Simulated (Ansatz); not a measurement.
# GeN: vertical and adiabatic energies of changing the electron count, by script

Wanted for GeN: vertical and adiabatic energies of changing the electron count.

Program: the Python package of Ansatz 0.2.0. Level of theory: PBE/def2-SVP. These are calculated values, not measurements.

### 1 Starting point

Bond lengths: Ge1–N2 1.815 Å.

No structure file is read: the coordinates are typed or built in the script.

### 2 The script

The input, gen.py:

```python
"""How GeN relaxes after losing an electron."""

import itertools

import ansatz
from ase.data import atomic_numbers, covalent_radii
import numpy as np

BASIS = "def2-SVP"
FUNCTIONAL = "pbe"
CHARGE = 1

GEOMETRY = """
Ge    0.00000    0.00000    0.00000
N     0.00000    0.00000    1.81500
"""

mol = ansatz.Crystal.molecule()
for line in GEOMETRY.strip().splitlines():
    symbol, *xyz = line.split()
    mol = mol.atom(symbol, [float(v) for v in xyz])

job = (
    mol.calculation()
    .basis(gaussian=BASIS)
    .functional(FUNCTIONAL)
    .spin("collinear", total=1)
)
symbols = [site.symbol for site in mol.cartesian_sites]
start = np.array([site.position_ang for site in mol.cartesian_sites], dtype=float)
r = job.relax(force_tolerance=0.01).run().report
end = np.array(r["positions_ang"])

minimum = ansatz.Crystal.molecule()
for symbol, place in zip(symbols, end):
    minimum = minimum.atom(symbol, place.tolist())
ion = minimum.calculation()
ion = ion.basis(gaussian=BASIS)
ion = ion.functional(FUNCTIONAL)
ion = ion.charge(CHARGE)
vertical = ion.run().report
settled = ion.relax(force_tolerance=0.01, max_steps=80).run().report
print(f"vertical ionisation energy   {vertical['free_energy_ev'] - r['free_energy_ev']:.3f} eV")
print(f"adiabatic, no zero point     {settled['free_energy_ev'] - r['free_energy_ev']:.3f} eV")
print(f"relaxation energy of the ion {vertical['free_energy_ev'] - settled['free_energy_ev']:.3f} eV")
ionised = np.array(settled["positions_ang"])
# pairs closer than 1.2 times the sum of covalent radii, before or after
radius = [covalent_radii[atomic_numbers[s]] for s in symbols]
span = lambda where, i, j: np.linalg.norm(where[i] - where[j])
bonded = [(i, j) for i, j in itertools.combinations(range(len(symbols)), 2) if min(span(end, i, j), span(ionised, i, j)) < 1.2 * (radius[i] + radius[j])]
print("pair        before    after (A)")
for i, j in bonded:
    print(f"{symbols[i]}{i}-{symbols[j]}{j}".ljust(10), f"{span(end, i, j):8.4f} {span(ionised, i, j):8.4f}")
```

### 3 What the engine is handed

The engine receives this input (first run):

```yaml
crystal:
  periodic: [false, false, false]
  atoms:
    - { symbol: Ge, position_ang: [0.0, 0.0, 0.0] }
    - { symbol: "N", position_ang: [0.0, 0.0, 1.815] }
basis:
  gaussian:
    orbitals: def2-SVP
hamiltonian:
  xc: pbe
magnetization:
  spin_polarized: true
  initial_magnetization: 1.0
relax:
  f_tol: 0.01
```

### 4 Launch

Run with:

```
$ python gen.py
```

What it wrote:

```text
vertical ionisation energy   11.311 eV
adiabatic, no zero point     11.309 eV
relaxation energy of the ion 0.003 eV
pair        before    after (A)
Ge0-N1       1.6759   1.6638
```

It took 21 s on 1 thread of Arm Neoverse V2, shared host; peak memory 0.18 GiB.

### 5 Inputs of later runs

The engine's inputs for the other runs:

Run 2, against run 1:

```diff
@@ -4,2 +4,2 @@
-    - { symbol: Ge, position_ang: [0.0, 0.0, 0.0] }
-    - { symbol: "N", position_ang: [0.0, 0.0, 1.815] }
+    - { symbol: Ge, position_ang: [-8.133100340990164e-10, 1.2582143021795771e-09, 0.06955417535096321] }
+    - { symbol: "N", position_ang: [8.133100340990164e-10, -1.2582143021795771e-09, 1.7454458246490367] }
@@ -11,5 +11 @@
-magnetization:
-  spin_polarized: true
-  initial_magnetization: 1.0
-relax:
-  f_tol: 0.01
+total_charge: 1.0
```

Run 3, against run 1:

```diff
@@ -4,2 +4,2 @@
-    - { symbol: Ge, position_ang: [0.0, 0.0, 0.0] }
-    - { symbol: "N", position_ang: [0.0, 0.0, 1.815] }
+    - { symbol: Ge, position_ang: [-8.133100340990164e-10, 1.2582143021795771e-09, 0.06955417535096321] }
+    - { symbol: "N", position_ang: [8.133100340990164e-10, -1.2582143021795771e-09, 1.7454458246490367] }
@@ -11,3 +11 @@
-magnetization:
-  spin_polarized: true
-  initial_magnetization: 1.0
+total_charge: 1.0
@@ -15,0 +14 @@
+  max_steps: 80
```

### 6 Run by run

The 3 runs, in the order started:

```csv
run,kind of run,system,unpaired or total moment,energy (eV),<S²>,SCF cycles in all,CPU time (s)
1,relaxation,GeN,1,-57986.4908,0.76,205,16
2,single point,"GeN, charge +1",not set,-57975.1794,0.00,43,1.3
3,relaxation,"GeN, charge +1",not set,-57975.1819,0.00,97,3.7
```

Totals carry meaning only in balanced differences at one level of theory.

### 7 The relaxation of run 1, step by step

Relaxation path:

| step | E - E(step 1) (eV) | largest force component (eV/Å) |
| --- | --- | --- |
| 1 | 0.0000 | 1.5094 |
| 2 | -0.0642 | 2.1040 |
| 3 | -0.2110 | 1.1091 |
| 4 | -0.2236 | 0.3598 |
| 5 | -0.2253 | 0.0242 |
| 6 | -0.2253 | 0.0002 |

Step 1 is the start.

Before: Bond lengths: Ge1–N2 1.815 Å.

After: Bond lengths: Ge1–N2 1.676 Å.

### 8 The relaxation of run 3, step by step

Relaxation path:

| step | E - E(step 1) (eV) | largest force component (eV/Å) |
| --- | --- | --- |
| 1 | 0.0000 | 0.4233 |
| 2 | -0.0020 | 0.2045 |
| 3 | -0.0026 | 0.0053 |

Step 1 is the start.

Before: Bond lengths: Ge1–N2 1.676 Å.

After: Bond lengths: Ge1–N2 1.664 Å.

### 9 Outcome

| quantity | value |
| --- | --- |
| vertical ionisation energy | 11.311 eV |
| adiabatic ionisation energy, no zero point | 11.309 eV |
| runs compared | 3 |

The ionisation energy is a difference of two total energies at the neutral geometry; letting the ion relax lowers it by 0.00 eV. Run 1: After 5 moves the largest shift is 0.070 Å. Run 3: After 2 moves the largest shift is 0.006 Å. The start was already close to the minimum. Reading the output:
- The energies are electronic: no zero-point or thermal terms, and the basis set is short of its limit. The product may relax into another structure.
- The species is open-shell (spin multiplicity 2).
- The spin state was assumed, and another may lie lower.
